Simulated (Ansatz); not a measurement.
**CHBrI radical: an energy map over bond length C2–I3 and angle I3–C2–H4**

A grid of calculations on CHBrI, SMILES Br[CH]I, spin multiplicity 2, to see where the energy is lowest and how it rises around there.

Program: Ansatz 0.2.0. Level of theory: UKS r2SCAN-D4/def2-TZVP. These are calculated values, not measurements.

## 1. Starting geometry

SMILES `Br[CH]I`, 4 atoms, charge 0, spin multiplicity 2.

Atoms are counted from 1 here; the program's logs count them from 0.

Bond lengths: Br1–C2 1.859 Å, C2–I3 2.077 Å, C2–H4 1.100 Å. Angles: Br1–C2–I3 122.3°, Br1–C2–H4 116.6°, I3–C2–H4 116.8°.

As a file:

```xyz
4

Br   -1.7038    0.1101   -0.6948
C    -0.0055    0.2156    0.0550
I     0.9642   -1.4424    0.8441
H     0.6302    1.0480   -0.2822
```

## 3. The grid

- bond length C2–I3: 9 values from 1.808 to 2.568 Å
- angle I3–C2–H4: 9 values from 72.2 to 162.2 °

Nothing else is relaxed (all other coordinates rigid). Energies count from the relaxed molecule at the same level. Points are written as (first, second).

(The set-up runs are not shown.)

## 4. Point (2.093 Å, 117.2°)

File input.yaml:

```yaml
crystal:
  periodic: [false, false, false]
  atoms:
    - { symbol: Br, position_ang: [-1.692631, 0.10657, -0.692651] }
    - { symbol: C, position_ang: [0.000974, 0.219793, 0.06347] }
    - { symbol: I, position_ang: [0.972505, -1.459995, 0.847748] }
    - { symbol: H, position_ang: [0.622851, 1.033962, -0.281935] }
magnetization:
  spin_polarized: true
  initial_magnetization: 1
basis:
  gaussian: { orbitals: def2-TZVP }
hamiltonian:
  xc: r2scan
  dispersion: d4
output:
  forces: true
```

Started as:

```console
ansatz run input.yaml --threads 1 --pin off --max-ram 2560MiB --backend cpu --events-out ev --progress --plain --runs-dir out
```

The session goes on with these runs: the other points that were computed.

**Question.** What will these runs give? Wanted: lowest point; highest computed point; dipole moment; largest force on an atom.

**Answer**, as computed:

| quantity | value |
| --- | --- |
| lowest point | (2.093 Å, 117.2°), 0.27 kcal/mol |
| highest computed point | (1.808 Å, 162.2°), 118 kcal/mol above the lowest |
| dipole moment (D) | 0.58 at (1.808 Å, 151.0°) to 2.29 at (2.568 Å, 72.2°); 0.69 at the lowest point |
| largest force on an atom (eV/Å) | 0.6 at (2.093 Å, 117.2°) to 16.2 at (1.808 Å, 162.2°); 0.6 at the lowest point |
| time for the whole task | 28 min on 1 thread, shared host |

**Reading.** The lowest computed point is at (2.093 Å, 117.2°), 0.27 kcal/mol from the relaxed molecule at the same level. The grid is coarse, so the lowest point of the scanned range may lie between grid points; coordinates that were held can hide deeper minima. No other kind of well shows on this grid. The highest computed point, (1.808 Å, 162.2°), lies 118 kcal/mol above the lowest. Round the minimum the two coordinates are nearly uncoupled.
